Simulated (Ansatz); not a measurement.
# C3H11AlO: small, medium and large basis sets

One table from this session's results is given with a row withheld; the runs are named, their logs left out.

The runs use Ansatz 0.2.0, Gaussian basis; one geometry, several basis sets.

The runs, in order: PBE0-D4/def2-SVP; ωB97M-V/def2-SVP; PBE0-D4/def2-QZVPP; ωB97M-V/def2-QZVPP; the functionals' def2-TZVPP values are taken from earlier runs.

## Structure used throughout

An earlier PBE0-D4 in a triple-zeta def2 set relaxation fixed the geometry.

SMILES `[CH3][Al-]([CH3])([CH3])[OH2+]`, 16 atoms, charge 0, spin multiplicity 1.

Atoms are counted from 1 here; the program's logs count them from 0.

Bond lengths: C1–Al2 1.979 Å, C1–H6 1.097 Å, C1–H7 1.096 Å, C1–H8 1.097 Å, Al2–C3 1.979 Å, Al2–C4 1.967 Å, Al2–O5 2.056 Å, C3–H9 1.097 Å, C3–H10 1.097 Å, C3–H11 1.096 Å, C4–H12 1.095 Å, C4–H13 1.096 Å, C4–H14 1.095 Å, O5–H15 0.964 Å, O5–H16 0.964 Å. Angles: Al2–C1–H6 113.5°, Al2–C1–H7 110.6°, Al2–C1–H8 113.0°, H6–C1–H7 106.0°, H6–C1–H8 107.6°, H7–C1–H8 105.7°, C1–Al2–C3 117.7°, C1–Al2–C4 118.0°, C1–Al2–O5 96.4°, C3–Al2–C4 118.0°, C3–Al2–O5 96.3°, C4–Al2–O5 102.6°, Al2–C3–H9 113.0°, Al2–C3–H10 113.5°, Al2–C3–H11 110.6°, H9–C3–H10 107.6°, H9–C3–H11 105.7°, H10–C3–H11 106.0° and more.

The first run:

in.yaml

```yaml
crystal:
  periodic: [false, false, false]
  atoms:
    - {symbol: C, position_ang: [-0.625974, 0.726214, -1.711968]}
    - {symbol: Al, position_ang: [0.085110, -0.142633, -0.082251]}
    - {symbol: C, position_ang: [1.692355, 0.650692, 0.756722]}
    - {symbol: C, position_ang: [-0.214923, -2.073503, 0.139271]}
    - {symbol: O, position_ang: [-1.276772, 0.673984, 1.223674]}
    - {symbol: H, position_ang: [-0.575030, 1.821124, -1.680880]}
    - {symbol: H, position_ang: [-0.049438, 0.422091, -2.593086]}
    - {symbol: H, position_ang: [-1.665248, 0.448760, -1.926771]}
    - {symbol: H, position_ang: [1.834148, 0.332171, 1.796717]}
    - {symbol: H, position_ang: [1.696619, 1.747160, 0.742459]}
    - {symbol: H, position_ang: [2.598190, 0.338631, 0.224443]}
    - {symbol: H, position_ang: [-0.023889, -2.410532, 1.163568]}
    - {symbol: H, position_ang: [0.449292, -2.654777, -0.510522]}
    - {symbol: H, position_ang: [-1.238279, -2.368282, -0.116043]}
    - {symbol: H, position_ang: [-0.820296, 1.221008, 1.872730]}
    - {symbol: H, position_ang: [-1.888766, 1.245192, 0.746136]}
basis:
  gaussian: {orbitals: def2-SVP}
hamiltonian: {xc: pbe0, dispersion: d4}
output: {orbitals: {seedname: orbitals}}
```

Run with:

```
$ ansatz run in.yaml --threads 8 --pin off --events-out ev --progress --plain --max-ram 18278MiB
```

Steps of the session up to this table: PBE0-D4 in def2-SVP; ωB97M-V in def2-SVP; PBE0-D4 in def2-QZVPP; ωB97M-V in def2-QZVPP.

One table of the session follows, with a row left open; its other results are not shown here.

```
functional       basis  HOMO (eV)
   PBE0-D4    def2-SVP      -6.80
   PBE0-D4  def2-TZVPP      -6.89
   PBE0-D4  def2-QZVPP      -6.91
   ωB97M-V    def2-SVP          ?
   ωB97M-V  def2-TZVPP      -9.15
   ωB97M-V  def2-QZVPP      -9.16
```

Estimate the missing values for ωB97M-V, def2-SVP.

The run gave: HOMO (eV): -9.05. In the column «HOMO (eV)» it lies between ωB97M-V, def2-TZVPP (-9.15) and PBE0-D4, def2-QZVPP (-6.91).
